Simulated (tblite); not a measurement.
# C9H13N: the cost of one run

Programs: tblite 0.8.0 and PySCF 2.14.0, with density-fitted response routines of our own. Each step states its level of theory. These are calculated values for one molecule in the gas phase, unless marked as measured. Atoms count from 0, in the outputs and in this text.

### 1 Starting geometry

23 atoms, charge 0, multiplicity 1; geometry from: force field or distance geometry start.

Bonds of the start (Å): C0–C1 1.53, C1–N2 1.46, N2–C3 1.45, N2–C4 1.41, C4–C5 1.39, C5–C6 1.40, C6–C7 1.38, C7–C8 1.38, C8–C9 1.40, C9–C4 1.38, C0–H10 1.10, C0–H11 1.12, C0–H12 1.13, C1–H13 1.12, C1–H14 1.09, C3–H15 1.11, C3–H16 1.11, C3–H17 1.10, C5–H18 1.07, C6–H19 1.09, C7–H20 1.08, C8–H21 1.08, C9–H22 1.07.

### 2 Optimising the geometry with GFN2-xTB

What the job is given:

```
{"job": {"kind": "relax", "xc": "GFN2-xTB", "basis": "xTB"}, "charge": 0, "multiplicity": 1}
C     -2.932100     0.241900     0.374400
C     -1.876900     0.328800    -0.723700
N     -0.704300    -0.470400    -0.382000
C     -0.888500    -1.908500    -0.381600
C      0.564000     0.065200    -0.071300
C      1.600800    -0.820300     0.221700
C      2.878300    -0.344800     0.525000
C      3.134100     1.011300     0.540000
C      2.123700     1.900600     0.241900
C      0.846300     1.417900    -0.058600
H     -2.746100     0.988800     1.161200
H     -3.017500    -0.797600     0.779200
H     -3.910100     0.494500    -0.122300
H     -2.370300    -0.117300    -1.623700
H     -1.662800     1.377300    -0.944200
H     -0.072700    -2.319000    -1.020200
H     -1.833000    -2.209800    -0.875500
H     -0.771100    -2.375000     0.613000
H      1.468400    -1.883500     0.242000
H      3.650500    -1.081900     0.764900
H      4.109000     1.407000     0.775700
H      2.302200     2.969200     0.246100
H      0.103300     2.152700    -0.271800
```

Launch:

```console
$ OMP_NUM_THREADS=1 python probes_run.py task.json out
```

This one command runs all jobs of the session in turn.

**Question.** How long does this first job take on 1 thread of Intel Xeon Platinum 8259CL at 2.50GHz, shared host, and how much memory does it need?

About 2.1 s, with a peak of 0.18 GiB.
